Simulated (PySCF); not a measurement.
**A gas-phase reaction: BBrH2O2 + CH4 → CH5BO2 + BrH**

What reaction energy should one expect for `OB(O)Br` + `C` → `CB(O)O` + `Br`?

Programs: PySCF 2.14.0. All values are calculated, for the isolated system unless a continuum is named. Atoms count from 0, parts from 1.

## (1) The system as given

Each species was relaxed by itself at PBE0-D3(BJ)/def2-SVPD.

## (2) Energies of the species: wB97M-D3(BJ)/def2-TZVPD

The job: settings as JSON, then the geometry in Å.

```
{"job": {"kind": "react", "xc": "wB97M-D3(BJ)", "basis": "def2-TZVPD"}, "charge": 0, "multiplicity": 1}
-1 BBrH2O2 charge 0 multiplicity 1
O      1.201430     0.101220     0.142820
B     -0.130410     0.288350     0.077400
O     -0.984480    -0.753980    -0.055950
Br    -0.797920     2.104530     0.180080
H      1.450810    -0.827050     0.084260
H     -1.911900    -0.507820    -0.092860

-1 CH4 charge 0 multiplicity 1
C     -0.001710     0.000050    -0.000310
H     -0.649710     0.196320     0.862790
H     -0.387610    -0.861650    -0.558820
H      0.014630     0.881410    -0.653230
H      1.015840    -0.215920     0.348000

+1 CH5BO2 charge 0 multiplicity 1
C     -1.040970     0.214870     0.322010
B      0.437730     0.058200    -0.191100
O      0.996600     1.038770    -0.954050
O      1.215600    -1.041480     0.071310
H     -1.716850    -0.412050    -0.282200
H     -1.391080     1.251540     0.236020
H     -1.159450    -0.108160     1.367540
H      1.893650     0.822150    -1.226320
H      0.786730    -1.706270     0.612600

+1 BrH charge 0 multiplicity 1
Br     0.715070     0.004750     0.006350
H     -0.708610    -0.001570    -0.006630
```

Method: wB97M-D3(BJ)/def2-TZVPD reaction energy of separated species, gas phase.

Run with:

```
OMP_NUM_THREADS=1 python cluster_run.py task.json out
```

One launch serves the whole session: the jobs run in the order shown.

**Question.** The jobs that follow are: PBE0-D3(BJ)/def2-TZVPD reaction energy of separated species, gas phase; MP2/def2-TZVPD reaction energy of separated species, gas phase. Predict: reaction energy (wB97M-D3(BJ)/def2-TZVPD); ΔH, ΔG at 298 K (xTB thermal terms). Thermal terms come from harmonic xTB runs on each species.

**Answer**, as computed:

| quantity | value |
| --- | --- |
| reaction energy (wB97M-D3(BJ)/def2-TZVPD) | 16.77 kcal/mol |
| ΔH, ΔG at 298 K (xTB thermal terms) | +14.8, +14.1 kcal/mol |
| range of the reaction energy over the runs of this table | 16.77 to 19.92 kcal/mol |

What this shows: The reaction is endothermic by 14.8 kcal/mol in the gas phase; dispersion gives -0.29, and xTB itself gave 28.73 for the electronic energy (xTB energies and thermal terms come from the earlier relaxation of each species, not shown). No barrier was sought. xTB and this level differ widely in the electronic energy, so what comes from xTB (the thermal terms above all) is less safe here. The reaction energy runs from 16.77 (wB97M-D3(BJ)/def2-TZVPD) to 19.92 kcal/mol (MP2/def2-TZVPD).
